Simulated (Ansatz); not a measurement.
# GaH₂I: single points off equilibrium

The atoms stand at a structure displaced at random from a GFN2-xTB minimum. How far do the functionals agree with CCSD(T) there?

Program: Ansatz 0.2.0, Gaussian basis. Level of theory: single points in def2-TZVPP. These are calculated values, not measurements.

Cores are frozen in the correlated methods. Filled d shells of the heavier atoms are correlated. Core potentials replace the inner electrons past krypton, and spin-orbit coupling is left out.

## Step 1: The starting structure

SMILES `[GaH2][I]`, 4 atoms, charge 0, spin multiplicity 1.

Atoms are counted from 1 here; the program's logs count them from 0.

Bond lengths: Ga1–I2 2.613 Å, Ga1–H3 1.622 Å, Ga1–H4 1.621 Å. Angles: I2–Ga1–H3 118.1°, I2–Ga1–H4 117.7°, H3–Ga1–H4 124.1°.

Geometry (Å):

```mol
GaH2I
  3D, bonds by distance, orders not assigned

  4  3  0  0  0  0  0  0  0  0999 V2000
   -0.2276    0.0108   -0.1189 Ga  0  0
    2.1391   -0.4172    0.9017 I   0  0
   -1.4690   -0.8768    0.4296 H   0  0
   -0.3716    1.1927   -1.2187 H   0  0
  1  2  8  0
  1  3  8  0
  1  4  8  0
M  END
```

## Step 2: CCSD(T)/def2-TZVPP

File run/in.yaml:

```yaml
crystal:
  periodic: [false, false, false]
  atoms:
    - {symbol: Ga, position_ang: [-0.227600, 0.010800, -0.118900]}
    - {symbol: I, position_ang: [2.139100, -0.417200, 0.901700]}
    - {symbol: H, position_ang: [-1.469000, -0.876800, 0.429600]}
    - {symbol: H, position_ang: [-0.371600, 1.192700, -1.218700]}
basis:
  gaussian: {orbitals: def2-TZVPP}
correlation: {method: ccsd_t}
output: {forces: true}
```

Launch:

```console
> ansatz run in.yaml --threads 4 --pin off --events-out ev --progress --plain --max-ram 5222MiB
```

## Step 3: PBE0-D4/def2-TZVPP

Changes to run/in.yaml since step 2:

```diff
@@ -9,3 +9,3 @@
   gaussian: {orbitals: def2-TZVPP}
-correlation: {method: ccsd_t}
-output: {forces: true}
+hamiltonian: {xc: pbe0, dispersion: d4}
+output: {forces: true, orbitals: {seedname: orbitals}}
```

## Step 4: wB97M-V/def2-TZVPP

Changes to run/in.yaml since step 3:

```diff
@@ -9,3 +9,3 @@
   gaussian: {orbitals: def2-TZVPP}
-hamiltonian: {xc: pbe0, dispersion: d4}
-output: {forces: true, orbitals: {seedname: orbitals}}
+hamiltonian: {xc: {name: wB97M-V}}
+output: {forces: true}
```

## Step 5: r2SCAN-D4/def2-TZVPP

Changes to run/in.yaml since step 4:

```diff
@@ -9,3 +9,3 @@
   gaussian: {orbitals: def2-TZVPP}
-hamiltonian: {xc: {name: wB97M-V}}
+hamiltonian: {xc: r2scan, dispersion: d4}
 output: {forces: true}
```

## Step 6: PBE-D4/def2-TZVPP

Changes to run/in.yaml since step 5:

```diff
@@ -9,3 +9,3 @@
   gaussian: {orbitals: def2-TZVPP}
-hamiltonian: {xc: r2scan, dispersion: d4}
+hamiltonian: {xc: pbe, dispersion: d4}
 output: {forces: true}
```

## Step 7: wB97X-V/def2-TZVPP

Changes to run/in.yaml since step 6:

```diff
@@ -9,3 +9,3 @@
   gaussian: {orbitals: def2-TZVPP}
-hamiltonian: {xc: pbe, dispersion: d4}
+hamiltonian: {xc: {name: wB97X-V}}
 output: {forces: true}
```

## Step 8: BHLYP-D4/def2-TZVPP

Changes to run/in.yaml since step 7:

```diff
@@ -9,3 +9,3 @@
   gaussian: {orbitals: def2-TZVPP}
-hamiltonian: {xc: {name: wB97X-V}}
+hamiltonian: {xc: {name: BHLYP}, dispersion: d4}
 output: {forces: true}
```

(Steps that only read results are left out.)

**Question.** What will these runs give? Wanted: energy less free atoms, CCSD(T)/def2-TZVPP; RMS force component; RMS force error; HOMO and LUMO, PBE0-D4; T1 diagnostic.

**Answer**, as computed:

```
                                  quantity                                                                                            value
energy less free atoms, CCSD(T)/def2-TZVPP                                                                                    -815.4 kJ/mol
                       RMS force component                                                             0.382 to 0.527 eV/Å over the methods
                           RMS force error  PBE0-D4 0.045, wB97M-V 0.036, r2SCAN-D4 0.037, PBE-D4 0.132, wB97X-V 0.016, BHLYP-D4 0.065 eV/Å
                    HOMO and LUMO, PBE0-D4                                                                               -7.46 and -2.14 eV
                             T1 diagnostic                                                                                            0.011
```

What this shows: Against CCSD(T) the functionals' energies less atoms differ by -10.6 to +15.6 kJ/mol, PBE-D4 by +6.0 kJ/mol. CCSD(T) in triple zeta still lacks some correlation energy of the bonds, so part of these gaps is its own basis error and they don't rank the functionals. On forces the order runs from wB97X-V to PBE-D4. Frozen-core CCSD(T) forces in triple zeta carry basis errors of their own, and this is one geometry, so small gaps rank nothing.
